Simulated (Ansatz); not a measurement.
# BaF: the cost of one run

Computed with Ansatz 0.2.0 (DFT unrestricted PBE0, scalar-relativistic (X2C), Gaussian basis aug-cc-pwCVTZ, aug-cc-pwCVTZ-X2C-on-Ba, and further levels as typed in the inputs, unless a step's input says otherwise).

### Step 1. The structure to begin with

Bond lengths: Ba1–F2 2.160 Å.

Coordinates:

```xyz
2

Ba    0.0000    0.0000    0.0000
F     0.0000    0.0000    2.1600
```

### Step 2. Relaxing the atoms: BaF

input.yaml reads:

```yaml
relax:
  f_tol: 0.001
  max_steps: 200
crystal:
  periodic: [false, false, false]
  atoms:
    - { symbol: Ba, position_ang: [0.0, 0.0, 0.0] }
    - { symbol: F, position_ang: [0.0, 0.0, 2.16] }
magnetization:
  spin_polarized: true
  initial_magnetization: 1
basis:
  gaussian: { orbitals: aug-cc-pwCVTZ_aug-cc-pwCVTZ-X2C-on-Ba.json }
hamiltonian:
  xc: pbe0
  pseudopotentials: { relativity: scalar }
```

Run with:

```console
ansatz run input.yaml --threads 8 --pin off --max-ram 20480MiB --backend cpu --events-out ev --progress --plain --runs-dir out
```

Q: Estimate wall time and peak memory on 8 threads of Arm Neoverse V1, shared host.

About 19 s, with a peak of 0.6 GiB.
